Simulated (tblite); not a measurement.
# CH8O5SSi2: the cost of one run

Computed with tblite 0.8.0 and PySCF 2.14.0, with density-fitted response routines of our own, on a single molecule in the gas phase. Atoms are numbered from 0 throughout.

## (1) The starting structure

17 atoms, charge 0, multiplicity 1; geometry from: force field or distance geometry start.

Bonds of the start (Å): O0–S1 1.53, S1–O2 1.47, S1–O3 1.68, S1–C4 1.78, C4–O5 1.40, O5–Si6 1.73, Si6–O7 1.73, O7–Si8 1.72, O3–H9 0.96, C4–H10 1.11, C4–H11 1.13, Si6–H12 1.48, Si6–H13 1.47, Si8–H14 1.48, Si8–H15 1.46, Si8–H16 1.47.

## (2) Geometry optimisation with GFN2-xTB

What the job is given:

```
{"job": {"kind": "relax", "xc": "GFN2-xTB", "basis": "xTB"}, "charge": 0, "multiplicity": 1}
O     -3.361300    -0.890100     1.394300
S     -2.933400    -0.195000     0.100900
O     -3.722300    -0.751700    -1.012800
O     -3.167800     1.446500     0.376100
C     -1.220600    -0.604200    -0.124200
O     -0.444900    -0.261100     0.986900
Si     1.166300    -0.726200     0.546500
O      2.341100     0.324900     1.249600
Si     3.241300     0.927000    -0.080500
H     -2.948200     2.008900    -0.366900
H     -1.158500    -1.707500    -0.222200
H     -0.792900    -0.084900    -1.029200
H      1.211600    -0.596300    -0.924500
H      1.438500    -2.137400     0.831100
H      2.264600     1.359300    -1.098500
H      4.013500    -0.180800    -0.628600
H      4.066000     2.080700     0.290900
```

Started as:

```
OMP_NUM_THREADS=1 python probes_run.py task.json out
```

The driver reads the jobs from task.json and runs them one after another.

**Question.** How long does this first job take on 1 thread of Arm Neoverse N1, shared host?

About 3.7 s.
